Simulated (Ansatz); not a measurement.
# LiYbO2: the cost of one run

Method: DFT PBE+U (U = 4 eV, J = 0.9 eV on Yb f), plane waves, PAW, no spin–orbit coupling unless a run says so, in Ansatz 0.2.0.

## Step 1: The starting structure

The structure is trigonal, space group R-3m (No. 166). Conventional cell: a = 3.196 Å, b = 3.196 Å, c = 17.403 Å, α = 90.00°, β = 90.00°, γ = 120.00°. Li (site symmetry -3m) has 6 O at 2.54 Å as nearest neighbours. Around Yb (site symmetry -3m) lie 6 O at 2.18 Å. O (site symmetry 3m) is surrounded by 3 Yb at 2.18 Å and 3 Li at 2.54 Å.

As a file:

```
CELL_PARAMETERS angstrom
1.59790 0.92255 5.80098
-1.59790 0.92255 5.80098
0.00000 -1.84509 5.80098
ATOMIC_POSITIONS crystal
Li 0.50000 0.50000 0.50000
Yb 0.00000 0.00000 0.00000
O 0.26670 0.26670 0.26670
O 0.73330 0.73330 0.73330
```

Magnetic order typed: ferromagnetic.

An earlier series on this cell reached its lowest free state from «natural orbitals of the symmetric run, filled by rank», perhaps among other starts.

## Step 2: Random orbitals: single harmonics, second filling

The input, input.yaml:

```yaml
crystal:
  lattice:
    - [1.59789696, 0.92254624, 5.8009757]
    - [-1.59789696, 0.92254624, 5.8009757]
    - [0.0, -1.84509247, 5.8009757]
  atoms:
    - { symbol: Li, position: [0.5, 0.5, 0.5] }
    - { symbol: Yb, position: [0.0, 0.0, 0.0], spin: 1.0 }
    - { symbol: O, position: [0.2667, 0.2667, 0.2667] }
    - { symbol: O, position: [0.7333, 0.7333, 0.7333] }
basis:
  ecutwfc: 420
  ecutrho_ratio: 4
kpoints:
  mp_grid: { grid: [7, 7, 7] }
hamiltonian:
  xc: pbe
  hubbard:
    sites:
      - { site: 1, l: f, u: 4.0, j: 0.9, starting_ns: [{ spin: up, occupation_matrix: s1up }, { spin: down, occupation_matrix: s1down }] }
    occupation_matrices:
      s1up:
        matrix:
          - [0.97, 0.0, 0.0, 0.0, 0.0, 0.0, 0.0]
          - [0.0, 0.97, 0.0, 0.0, 0.0, 0.0, 0.0]
          - [0.0, 0.0, 0.97, 0.0, 0.0, 0.0, 0.0]
          - [0.0, 0.0, 0.0, 0.97, 0.0, 0.0, 0.0]
          - [0.0, 0.0, 0.0, 0.0, 0.97, 0.0, 0.0]
          - [0.0, 0.0, 0.0, 0.0, 0.0, 0.97, 0.0]
          - [0.0, 0.0, 0.0, 0.0, 0.0, 0.0, 0.97]
      s1down:
        matrix:
          - [0.97, 0.0, 0.0, 0.0, 0.0, 0.0, 0.0]
          - [0.0, 0.97, 0.0, 0.0, 0.0, 0.0, 0.0]
          - [0.0, 0.0, 0.97, 0.0, 0.0, 0.0, 0.0]
          - [0.0, 0.0, 0.0, 0.97, 0.0, 0.0, 0.0]
          - [0.0, 0.0, 0.0, 0.0, 0.02, 0.0, 0.0]
          - [0.0, 0.0, 0.0, 0.0, 0.0, 0.97, 0.0]
          - [0.0, 0.0, 0.0, 0.0, 0.0, 0.0, 0.97]
    ns_hold: { iters: 12 }
scf:
  occupations: { method: gaussian, width: 0.05 }
  lower_state_search: "off"
  max_iter: 150
output:
  forces: true
  stress: true
  eigenvalues: true
  populations: true
  hubbard: { sites: [{ site: 1, l: f }] }
magnetization:
  spin_polarized: true
```

The typed matrices put 0.97 on the chosen orbitals and 0.02 on the others, and are held for 12 cycles.

Command:

```sh
$ ansatz run input.yaml --threads 4 --pin off --max-ram 6144MiB --backend cpu --events-out ev --progress --plain --runs-dir out
```

Q: Estimate wall time and peak memory on 4 threads of Arm Neoverse N1, shared host.

About 26 s, with a peak of 0.65 GiB.
